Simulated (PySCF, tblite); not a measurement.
**C5H7OP: infrared bands and NMR shifts**

What infrared bands and NMR shifts should C5H7OP (`C#CP(C)C(C)=O`) show?

Programs: tblite 0.8.0 and PySCF 2.14.0, with density-fitted response routines of our own. Each step states its level of theory. These are calculated values for one molecule in the gas phase, unless marked as measured. Atoms count from 0, in the outputs and in this text.

## 1. The molecule as given

14 atoms, charge 0, multiplicity 1; geometry from: GFN2-xTB.

Bonds of the start (Å): C0–C1 1.20, C1–P2 1.77, P2–C3 1.85, P2–C4 1.87, C4–C5 1.50, C4–O6 1.20, C0–H7 1.05, C3–H8 1.09, C3–H9 1.09, C3–H10 1.09, C5–H11 1.09, C5–H12 1.09, C5–H13 1.09.

## 2. Vibrational analysis with GFN2-xTB

The job: settings as JSON, then the geometry in Å.

```
{"job": {"kind": "ir", "xc": "GFN2-xTB", "basis": "xTB"}, "charge": 0, "multiplicity": 1}
C     -1.005164     2.215697    -0.854932
C     -0.243739     1.290325    -0.753474
P      0.929786    -0.028105    -0.751329
C      2.020771     0.543844     0.626938
C     -0.112190    -1.223720     0.230250
C     -1.495258    -1.461328    -0.300547
O      0.362606    -1.796159     1.177495
H     -1.681850     3.018281    -0.903264
H      1.431108     0.849100     1.489869
H      2.670370    -0.283931     0.907757
H      2.630364     1.376761     0.279833
H     -1.470733    -1.509384    -1.387830
H     -1.913434    -2.375083     0.116038
H     -2.123315    -0.616771    -0.018445
```

**Question.** This job is followed by: GIAO PBE0/pcSseg-1 NMR shielding, non-relativistic, gas phase. Predict these results of the whole session: strongest single infrared mode (GFN2-xTB); zero-point energy (GFN2-xTB); ¹³C shifts against TMS (PBE0/pcSseg-1); ¹H shifts against TMS (PBE0/pcSseg-1, means over atoms taken as alike); ³¹P shifts against H3PO4 (PBE0/pcSseg-1); ¹⁷O shifts against H2O (PBE0/pcSseg-1).

The runs gave:

```
                                                              quantity                               value
                             strongest single infrared mode (GFN2-xTB)               1741 cm⁻¹, 368 km/mol
                                          zero-point energy (GFN2-xTB)                       63.6 kcal/mol
                                ¹³C shifts against TMS (PBE0/pcSseg-1)  229.0, 104.5, 88.4, 34.6, 13.9 ppm
¹H shifts against TMS (PBE0/pcSseg-1, means over atoms taken as alike)                2.72, 2.71, 1.51 ppm
                              ³¹P shifts against H3PO4 (PBE0/pcSseg-1)                           -54.2 ppm
                                ¹⁷O shifts against H2O (PBE0/pcSseg-1)                           737.8 ppm
```

All 36 modes are real, so the xTB geometry is a minimum. The strongest single mode, at 1741 cm⁻¹, moves mainly C4 and O6. GFN2-xTB is a fitted tight-binding method: band positions and strengths are rough. Its intensities can rank the bands wrongly. The most deshielded hydrogen is H11, H12, H13 (mean) (hydrogen on a methyl carbon α to a carbonyl), at 2.72 ppm: α to C=O. At PBE0/pcSseg-1: The widest tensor belongs to O6: span 1457 ppm, with a paramagnetic part of -801 ppm.
